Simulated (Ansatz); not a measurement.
Geometry optimisation, DFT PBE-D3(BJ), scalar-relativistic, plane waves, PAW in Ansatz 0.2.0.

Input:

```yaml
crystal:
  lattice:
    - [9.552669, 0.0, 0.0]
    - [-4.776334, 8.272854, 0.0]
    - [0.0, 0.0, 12.978282]
  atoms:
    - { symbol: W, position: [0.1125548, 0.2247863, 0.248719] }
    - { symbol: W, position: [0.2266916, 0.1116567, 0.7518749] }
    - { symbol: S, position: [0.1154189, 0.2238855, 0.6342479] }
    - { symbol: S, position: [0.2189246, 0.1100434, 0.1309964] }
    - { symbol: S, position: [0.1117815, 0.2239552, 0.8751883] }
    - { symbol: W, position: [0.1108175, 0.5566314, 0.2488879] }
    - { symbol: W, position: [0.216437, 0.4377375, 0.7511463] }
    - { symbol: S, position: [0.1156215, 0.555785, 0.6326121] }
    - { symbol: S, position: [0.2179351, 0.443884, 0.1295242] }
    - { symbol: S, position: [0.113587, 0.5558161, 0.8714737] }
    - { symbol: S, position: [0.2249175, 0.4405876, 0.3699839] }
    - { symbol: W, position: [0.1112388, 0.8865917, 0.2508816] }
    - { symbol: W, position: [0.2150983, 0.7742355, 0.7494441] }
    - { symbol: S, position: [0.1094387, 0.8966148, 0.634065] }
    - { symbol: S, position: [0.2276275, 0.7807962, 0.131894] }
    - { symbol: S, position: [0.1099335, 0.888109, 0.8655855] }
    - { symbol: S, position: [0.224799, 0.777144, 0.3657302] }
    - { symbol: W, position: [0.4427921, 0.2240287, 0.2463299] }
    - { symbol: W, position: [0.5500781, 0.1033601, 0.74889] }
    - { symbol: S, position: [0.4398869, 0.2136184, 0.6280197] }
    - { symbol: S, position: [0.5561789, 0.1097358, 0.1331124] }
    - { symbol: S, position: [0.4490955, 0.2262662, 0.8673548] }
    - { symbol: S, position: [0.5531679, 0.1122339, 0.3713285] }
    - { symbol: W, position: [0.4423276, 0.5547034, 0.2477538] }
    - { symbol: W, position: [0.55469, 0.4457917, 0.7532315] }
    - { symbol: S, position: [0.4476919, 0.5586693, 0.6299441] }
    - { symbol: S, position: [0.5588394, 0.4478894, 0.1277339] }
    - { symbol: S, position: [0.4484888, 0.557672, 0.8724916] }
    - { symbol: S, position: [0.5557047, 0.4420307, 0.3691931] }
    - { symbol: W, position: [0.4400232, 0.8798723, 0.2480977] }
    - { symbol: W, position: [0.5526276, 0.7757788, 0.7477033] }
    - { symbol: S, position: [0.4405302, 0.8878071, 0.6283223] }
    - { symbol: S, position: [0.5594345, 0.77763, 0.1295621] }
    - { symbol: S, position: [0.4467005, 0.8884822, 0.8700705] }
    - { symbol: S, position: [0.560717, 0.7811004, 0.3696645] }
    - { symbol: W, position: [0.7725435, 0.2199752, 0.2511905] }
    - { symbol: W, position: [0.8831914, 0.1099138, 0.7498321] }
    - { symbol: S, position: [0.7751872, 0.2263897, 0.6291933] }
    - { symbol: S, position: [0.8823261, 0.1075021, 0.1307117] }
    - { symbol: S, position: [0.7823961, 0.2231972, 0.8705811] }
    - { symbol: S, position: [0.8910664, 0.1167483, 0.3730632] }
    - { symbol: W, position: [0.7728725, 0.5556064, 0.2512764] }
    - { symbol: W, position: [0.8890477, 0.4459902, 0.7514668] }
    - { symbol: S, position: [0.7772519, 0.5600664, 0.630136] }
    - { symbol: S, position: [0.8926241, 0.4454069, 0.1295995] }
    - { symbol: S, position: [0.7825328, 0.5568781, 0.8737359] }
    - { symbol: S, position: [0.8945722, 0.4521168, 0.3684336] }
    - { symbol: W, position: [0.7766838, 0.886195, 0.2475522] }
    - { symbol: W, position: [0.8868678, 0.7725753, 0.7497706] }
    - { symbol: S, position: [0.7826636, 0.8907754, 0.6285965] }
    - { symbol: S, position: [0.8893547, 0.7802787, 0.1333031] }
    - { symbol: S, position: [0.7771951, 0.8893082, 0.8712831] }
    - { symbol: S, position: [0.8889303, 0.7790147, 0.3707927] }
basis:
  ecutwfc: 420.0
kpoints:
  mp_grid: { grid: [2, 2, 1] }
hamiltonian:
  xc: pbe
  dispersion: d3bj
  pseudopotentials: { kind: paw, azcp: { folder: soft_1 } }
scf:
  occupations: { method: gaussian, width: 0.05 }
  lower_state_search: "off"
relax:
  f_tol: 0.03
  max_steps: 60
  adjacent_minimum: "off"
```

Run as:

```bash
$ ansatz run input.yaml --threads 8 --pin off --max-ram 20480MiB --backend cpu --events-out ev --progress --plain --runs-dir out
```

Task: Where does it end, and by what steps?

Result: The run converged. After 3 steps the energy has fallen by 1.434 eV; S17 moved furthest, 0.10 Å.

```csv
step,energy less start (eV),largest force component (eV/Å),accepted
0,0.0000,2.227,yes
1,-0.7278,1.447,yes
2,-1.4323,0.077,yes
3,-1.4344,0.007,yes
```

```xyz
53
Lattice="9.5527 0.0000 0.0000 -4.7763 8.2729 0.0000 0.0000 0.0000 12.9783" Properties=species:S:1:pos:R:3
W 0.058 1.806 3.205
W 1.591 0.920 9.750
S 0.001 1.838 8.179
S 1.593 0.920 1.601
S -0.002 1.840 11.318
W -1.593 4.595 3.266
W -0.001 3.678 9.747
S -1.593 4.597 8.177
S -0.016 3.659 1.673
S -1.594 4.596 11.316
S 0.038 3.621 4.803
W -3.183 7.420 3.205
W -1.593 6.435 9.747
S -3.185 7.357 8.179
S -1.615 6.429 1.673
S -3.185 7.353 11.318
S -1.622 6.495 4.803
W 3.129 1.806 3.205
W 4.775 0.920 9.747
S 3.181 1.838 8.178
S 4.771 0.943 1.672
S 3.184 1.840 11.318
S 4.710 0.916 4.803
W 1.593 4.573 3.235
W 3.183 3.677 9.747
S 1.591 4.596 8.177
S 3.202 3.660 1.672
S 1.591 4.597 11.317
S 3.149 3.621 4.803
W -0.020 7.366 3.234
W 1.591 6.435 9.746
S -0.002 7.354 8.177
S 1.593 6.435 1.678
S -0.001 7.354 11.317
S 1.593 6.435 4.793
W 6.369 1.841 3.265
W 7.960 0.920 9.747
S 6.367 1.838 8.177
S 7.969 0.943 1.673
S 6.367 1.839 11.316
S 8.028 0.917 4.803
W 4.779 4.596 3.266
W 6.367 3.677 9.746
S 4.774 4.597 8.177
S 6.369 3.677 1.708
S 4.775 4.596 11.316
S 6.369 3.677 4.840
W 3.206 7.366 3.235
W 4.775 6.435 9.747
S 3.183 7.355 8.177
S 4.801 6.430 1.673
S 3.182 7.354 11.317
S 4.808 6.495 4.803
```

Whether the end is a true minimum wasn't checked by a vibrational analysis.

Run time: 95 s on 8 threads of Arm Neoverse N1, on a shared host, peak memory 4.8 GiB.
